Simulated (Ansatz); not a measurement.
# FH5OSeSi2: how energies converge with the basis set

The task here is to estimate one member of a computed series from the others.

Method: one geometry, several basis sets; program: Ansatz 0.2.0, Gaussian basis.

Levels to be run: PBE0-D4/def2-SVP; ωB97M-V/def2-SVP; PBE0-D4/def2-QZVPP; ωB97M-V/def2-QZVPP; the functionals' def2-TZVPP values are taken from earlier runs.

## Structure used throughout

An earlier PBE0-D4 in a triple-zeta def2 set relaxation fixed the geometry.

SMILES `F[SiH]([SeH])O[SiH3]`, 10 atoms, charge 0, spin multiplicity 1.

Atoms are counted from 1 here; the program's logs count them from 0.

Bond lengths: F1–Si2 1.589 Å, Si2–Se3 2.265 Å, Si2–O4 1.615 Å, Si2–H6 1.474 Å, Se3–H7 1.470 Å, O4–Si5 1.645 Å, Si5–H8 1.485 Å, Si5–H9 1.481 Å, Si5–H10 1.483 Å. Angles: F1–Si2–Se3 110.3°, F1–Si2–O4 106.8°, F1–Si2–H6 108.5°, Se3–Si2–O4 112.5°, Se3–Si2–H6 107.8°, O4–Si2–H6 110.9°, Si2–Se3–H7 91.9°, Si2–O4–Si5 144.4°, O4–Si5–H8 109.9°, O4–Si5–H9 107.4°, O4–Si5–H10 109.9°, H8–Si5–H9 109.9°, H8–Si5–H10 109.5°, H9–Si5–H10 110.1°.

The first run:

The input, in.yaml:

```yaml
crystal:
  periodic: [false, false, false]
  atoms:
    - {symbol: F, position_ang: [-2.424622, 0.785269, -0.500919]}
    - {symbol: Si, position_ang: [-1.278352, 0.459713, 0.550801]}
    - {symbol: Se, position_ang: [-0.037523, 2.310240, 0.956315]}
    - {symbol: O, position_ang: [-0.403270, -0.747063, -0.070418]}
    - {symbol: Si, position_ang: [1.117650, -1.224389, -0.478105]}
    - {symbol: H, position_ang: [-1.910184, 0.053927, 1.818854]}
    - {symbol: H, position_ang: [0.334792, 2.430563, -0.460741]}
    - {symbol: H, position_ang: [1.765623, -0.186614, -1.319330]}
    - {symbol: H, position_ang: [0.995070, -2.488098, -1.240781]}
    - {symbol: H, position_ang: [1.924016, -1.444748, 0.747225]}
basis:
  gaussian: {orbitals: def2-SVP}
hamiltonian: {xc: pbe0, dispersion: d4}
output: {orbitals: {seedname: orbitals}}
```

The run is started by

```console
ansatz run in.yaml --threads 4 --pin off --events-out ev --progress --plain --max-ram 10444MiB
```

Steps of the session up to this table: PBE0-D4 in def2-SVP; ωB97M-V in def2-SVP; PBE0-D4 in def2-QZVPP; ωB97M-V in def2-QZVPP.

One of the session's tables, all rows but one given; the rest of the session is left out.

It belongs to the step «Density functionals: the series». 

| functional | basis | HOMO (eV) | LUMO (eV) |
| --- | --- | --- | --- |
| PBE0-D4 | def2-SVP | -7.40 | 0.10 |
| PBE0-D4 | def2-TZVPP | ? | ? |
| PBE0-D4 | def2-QZVPP | -7.52 | -0.36 |
| ωB97M-V | def2-SVP | -9.57 | 2.11 |
| ωB97M-V | def2-TZVPP | -9.69 | 1.58 |
| ωB97M-V | def2-QZVPP | -9.71 | 1.22 |

Estimate the missing values for PBE0-D4, def2-TZVPP.

The run gave: HOMO (eV): -7.50; LUMO (eV): -0.21. In the column «HOMO (eV)» it lies between PBE0-D4, def2-QZVPP (-7.52) and PBE0-D4, def2-SVP (-7.40).
